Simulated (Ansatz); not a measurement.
# Rb2MnF6: the cost of one run

Computed with Ansatz 0.2.0 (DFT r²SCAN without U, plane waves, PAW, unless a step's input says otherwise).

## 1. The system as given

The structure is cubic, space group Fm-3m (No. 225). The conventional cell has a = 8.430 Å, b = 8.430 Å, c = 8.430 Å, α = 90.00°, β = 90.00°, γ = 90.00°. Rb (site symmetry -43m) is surrounded by 12 F at 3.00 Å. Around Mn (site symmetry m-3m) lie 6 F at 1.73 Å. F (site symmetry 4mm) is surrounded by 1 Mn at 1.73 Å.

As a file:

```
Rb Mn F
1.0
     0.00000    4.21500    4.21500
     4.21500    0.00000    4.21500
     4.21500    4.21500    0.00000
Rb Mn F
2 1 6
Direct
  0.25000 0.25000 0.25000
  0.75000 0.75000 0.75000
  0.00000 0.00000 0.00000
  0.79500 0.20500 0.20500
  0.20500 0.79500 0.20500
  0.20500 0.79500 0.79500
  0.79500 0.20500 0.79500
  0.20500 0.20500 0.79500
  0.79500 0.79500 0.20500
```

Magnetic order typed: ferromagnetic.

An earlier series on this cell reached its lowest free state from «from atoms, default search», perhaps among other starts.

## 2. Random orbitals: single harmonics, second filling

Contents of input.yaml:

```yaml
crystal:
  lattice:
    - [0.0, 4.21500022, 4.21500022]
    - [4.21500022, 0.0, 4.21500022]
    - [4.21500022, 4.21500022, 0.0]
  atoms:
    - { symbol: Rb, position: [0.25, 0.25, 0.25] }
    - { symbol: Rb, position: [0.75, 0.75, 0.75] }
    - { symbol: Mn, position: [0.0, 0.0, 0.0], spin: 1.0 }
    - { symbol: F, position: [0.795, 0.205, 0.205] }
    - { symbol: F, position: [0.205, 0.795, 0.205] }
    - { symbol: F, position: [0.205, 0.795, 0.795] }
    - { symbol: F, position: [0.795, 0.205, 0.795] }
    - { symbol: F, position: [0.205, 0.205, 0.795] }
    - { symbol: F, position: [0.795, 0.795, 0.205] }
basis:
  ecutwfc: 500
  ecutrho_ratio: 4
kpoints:
  mp_grid: { grid: [4, 4, 4] }
hamiltonian:
  xc: r2scan
  hubbard:
    sites:
      - { site: 2, l: d, u_eff: 0.0, starting_ns: [{ spin: up, occupation_matrix: s2up }, { spin: down, occupation_matrix: s2down }] }
    occupation_matrices:
      s2up:
        matrix:
          - [0.02, 0.0, 0.0, 0.0, 0.0]
          - [0.0, 0.02, 0.0, 0.0, 0.0]
          - [0.0, 0.0, 0.97, 0.0, 0.0]
          - [0.0, 0.0, 0.0, 0.97, 0.0]
          - [0.0, 0.0, 0.0, 0.0, 0.02]
      s2down:
        matrix:
          - [0.02, 0.0, 0.0, 0.0, 0.0]
          - [0.0, 0.97, 0.0, 0.0, 0.0]
          - [0.0, 0.0, 0.02, 0.0, 0.0]
          - [0.0, 0.0, 0.0, 0.02, 0.0]
          - [0.0, 0.0, 0.0, 0.0, 0.02]
    ns_hold: { iters: 12 }
scf:
  occupations: { method: gaussian, width: 0.05 }
  lower_state_search: "off"
  max_iter: 150
output:
  forces: true
  stress: true
  eigenvalues: true
  populations: true
  hubbard: { sites: [{ site: 2, l: d }] }
magnetization:
  spin_polarized: true
```

The typed matrices put 0.97 on the chosen orbitals and 0.02 on the others, and are held for 12 cycles.

Run with:

```
> ansatz run input.yaml --threads 8 --pin off --max-ram 12288MiB --backend cpu --events-out ev --progress --plain --runs-dir out
```

Q: Estimate wall time and peak memory on 8 threads of Arm Neoverse V2, shared host.

About 14 s, with a peak of 1.3 GiB.
